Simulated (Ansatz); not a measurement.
# C4H2Cl2Sn: the cost of one run

Program: Ansatz 0.2.0, Gaussian basis. Level of theory: the settings change from run to run. These are calculated values, not measurements.

1 further run of the same task is left out (for a known fault of the program). Runs told in other sessions of the task aren't counted.

## Step 1: The relaxed structure

An earlier PBE0-D4 in a triple-zeta def2 set relaxation fixed the geometry. Sn takes a core potential in def2 sets; no spin-orbit term is included.

SMILES `C#[C][Sn]([Cl])([Cl])[C]#C`, 9 atoms, charge 0, spin multiplicity 1.

Atoms are counted from 1 here; the program's logs count them from 0.

Bond lengths: C1–C2 1.204 Å, C1–H8 1.067 Å, C2–Sn3 2.052 Å, Sn3–Cl4 2.302 Å, Sn3–Cl5 2.302 Å, Sn3–C6 2.052 Å, C6–C7 1.204 Å, C7–H9 1.067 Å. Angles: C2–C1–H8 180.0°, C1–C2–Sn3 179.7°, C2–Sn3–Cl4 109.0°, C2–Sn3–Cl5 109.0°, C2–Sn3–C6 113.3°, Cl4–Sn3–Cl5 107.2°, Cl4–Sn3–C6 109.1°, Cl5–Sn3–C6 109.0°, Sn3–C6–C7 179.7°, C6–C7–H9 180.0°.

## Step 2: rPW86-PBE/x2c-TZVPPall

This run has a point charge of 1.00 e beside it, rVV10 dispersion, high accuracy.

The input, in.yaml:

```yaml
crystal:
  periodic: [false, false, false]
  atoms:
    - {symbol: C, position_ang: [0.781586, -2.672431, 0.736331]}
    - {symbol: C, position_ang: [0.546701, -1.646464, 0.151141]}
    - {symbol: Sn, position_ang: [0.149378, 0.097949, -0.854489]}
    - {symbol: Cl, position_ang: [-1.349431, -0.335166, -2.546551]}
    - {symbol: Cl, position_ang: [2.086595, 0.854605, -1.840268]}
    - {symbol: C, position_ang: [-0.609919, 1.575139, 0.351146]}
    - {symbol: C, position_ang: [-1.055666, 2.445220, 1.054349]}
    - {symbol: H, position_ang: [0.989741, -3.581337, 1.254320]}
    - {symbol: H, position_ang: [-1.450485, 3.216186, 1.676821]}
basis:
  gaussian: {orbitals: x2c-TZVPPall, point_charges: [{charge: 1.00, position_ang: [6.329, 0.300, 0.473]}]}
hamiltonian: {xc: {name: rPW86-PBE}, dispersion: rvv10}
accuracy: high
output: {forces: true}
```

Launch:

```console
ansatz run in.yaml --threads 4 --pin off --events-out ev --progress --plain --max-ram 11315MiB
```

**Question.** How long does this run take on 4 threads of AMD EPYC 7R43, shared host, and how much memory does it need?

About 44 s, with a peak of 2.3 GiB.
